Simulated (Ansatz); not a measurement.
# MoN2: the cost of one run

Method: DFT PBEsol, scalar-relativistic, plane waves, PAW, in Ansatz 0.2.0.

1 further run of the same task is left out (set aside as unsound or not needed).

### 1 The structure to begin with

The structure is tetragonal, space group P4/mbm (No. 127). Conventional cell: a = 4.287 Å, b = 4.287 Å, c = 2.728 Å, α = 90.00°, β = 90.00°, γ = 90.00°. Around Mo (site symmetry 4/m) lie 8 N at 2.20 Å. Around N (site symmetry m2m) lie 1 N at 1.37 Å.

As a file:

```
Mo N
1.0
     4.28665    0.00000    0.00000
     0.00000    4.28665    0.00000
     0.00000    0.00000    2.72843
Mo N
2 4
Direct
  0.50000 0.50000 0.00000
  0.00000 0.00000 0.00000
  0.88730 0.38730 0.50000
  0.11270 0.61270 0.50000
  0.38730 0.11270 0.50000
  0.61270 0.88730 0.50000
```

It goes back to an entry of the Materials Project, which need not be the stable form.

It is the result of an earlier relaxation at this level (volume 8.36 Å³/atom; gap on the mesh: none (metal)).

### 2 The reference cell

Reference values: F = -11309.6670 eV; pressure 0.10 GPa; largest force 0.015 eV/Å; gap on the mesh none (metal). It was computed beforehand with the settings of the runs below.

### 3 Next: energy and stress against strain

The cell is strained by ε times the Voigt pattern (1, -1, 0, 0, 0, 0) (xx, yy, zz, yz, xz, xy; engineering shear), with fractional coordinates fixed (clamped ions). The stress on the pattern is the sum of the stress components weighted by it, tension positive.

### 4 ε = -0.1500

Input file input.yaml:

```yaml
crystal:
  lattice:
    - [3.6436497367, 0.0, 0.0]
    - [0.0, 4.9296437615, 0.0]
    - [0.0, 0.0, 2.7284347069]
  atoms:
    - { symbol: Mo, position: [0.5, 0.5, 0.0] }
    - { symbol: Mo, position: [0.0, 0.0, 0.0] }
    - { symbol: "N", position: [0.8872955619, 0.3872955619, 0.5] }
    - { symbol: "N", position: [0.1127044381, 0.6127044381, 0.5] }
    - { symbol: "N", position: [0.3872955619, 0.1127044381, 0.5] }
    - { symbol: "N", position: [0.6127044381, 0.8872955619, 0.5] }
basis:
  ecutwfc: 420
kpoints:
  mp_grid: { grid: [12, 12, 18] }
hamiltonian:
  xc: pbesol
scf:
  occupations: { method: gaussian, width: 0.15 }
output:
  forces: true
  stress: true
  eigenvalues: true
```

The run is started by

```
$ ansatz run input.yaml --threads 1 --pin off --max-ram 2560MiB --backend cpu --events-out ev --progress --plain --runs-dir out
```

Q: Estimate wall time and peak memory on 1 thread of Arm Neoverse V1, shared host.

About 39 s, with a peak of 0.72 GiB.
